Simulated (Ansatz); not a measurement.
Debugging a single point from an input written key by key of Cl2HNbO2, SMILES [O]=[Nb]([OH])([Cl])[Cl] (the Python package of Ansatz (0.2.0)).

Input file `input.yaml`:
```yaml
crystal:
  periodic: [false, false, false]
  atoms:
    - { symbol: O, position_ang: [-1.6553, -0.1933, 1.1385] }
    - { symbol: Nb, position_ang: [-0.3914, -0.023, -0.1141] }
    - { symbol: O, position_ang: [1.2747, -0.8685, 0.5958] }
    - { symbol: Cl, position_ang: [-0.9868, -1.1466, -2.119] }
    - { symbol: Cl, position_ang: [0.0269, 2.2841, -0.6234] }
    - { symbol: H, position_ang: [1.7739, -0.1167, 1.0761] }
basis:
  gaussian: { orbitals: def2-SVP }
correlation:
  method: mp2
output:
  forces: "yes please"
```

The script, `deck_cl2hnbo2.py`:
```python
# -*- coding: utf-8 -*-
"""Run Cl2HNbO2 from an input written out key by key."""

import ansatz as az


def main():
    session = az.Session.from_deck("input.yaml")
    r = session.plan(threads=1).execute().report

    for key in ("converged", "free_energy_ev", "reference_energy_ev", "n_frozen", "n_occupied", "n_virtual"):
        print(f"{key:22s} {r[key]}")
    symbols = ["O", "Nb", "O", "Cl", "Cl", "H"]
    print("correlation energy", round(r["free_energy_ev"] - r["reference_energy_ev"], 5), "eV")
    cluster = r["correlation"].get("coupled_cluster")
    if cluster:
        print("cycles", cluster["cycles"], " T1 diagnostic", round(cluster["t1_diagnostic"], 4), " largest double", round(cluster["largest_double"], 4))


if __name__ == "__main__":
    main()
```

Output of `python deck_cl2hnbo2.py`:
```text
Traceback (most recent call last):
  File "deck_cl2hnbo2.py", line 21, in <module>
    main()
    ~~~~^^
  File "deck_cl2hnbo2.py", line 8, in main
    session = az.Session.from_deck("input.yaml")
ansatz.RefusalError: YAML parse error: error: line 15 column 11: invalid boolean (strict mode expects true/false)
  --> <input>:15:11
   |
13 |   method: mp2
14 | output:
15 |   forces: "yes please"
   |           ^ invalid boolean (strict mode expects true/false)
```

Find the fault and give the corrected script.

The fault: word for flag. The correction:

```diff
--- input.yaml
+++ input.yaml
@@ -14,2 +13,0 @@
-output:
-  forces: "yes please"
```

After the fix:

Output of `python deck_cl2hnbo2.py`:
```text
converged              True
free_energy_ev         -30652.2568779605
reference_energy_ev    -30624.719005630828
n_frozen               12
n_occupied             [20, 20]
n_virtual              [68, 68]
correlation energy -27.53787 eV
```

Notes:
- Total energies depend on the basis set; only differences at equal settings carry meaning.
- The geometry is a force-field or estimated start, not a minimum of this method, and the basis set is short of its limit.
- Run time: 2.4 s on 1 thread of Arm Neoverse V1, on a shared host, peak memory 0.22 GiB.

(A comment or docstring line of the script was reworded after the run, the code is as it ran; lines on the test bed's own set-up are left out of the output.)
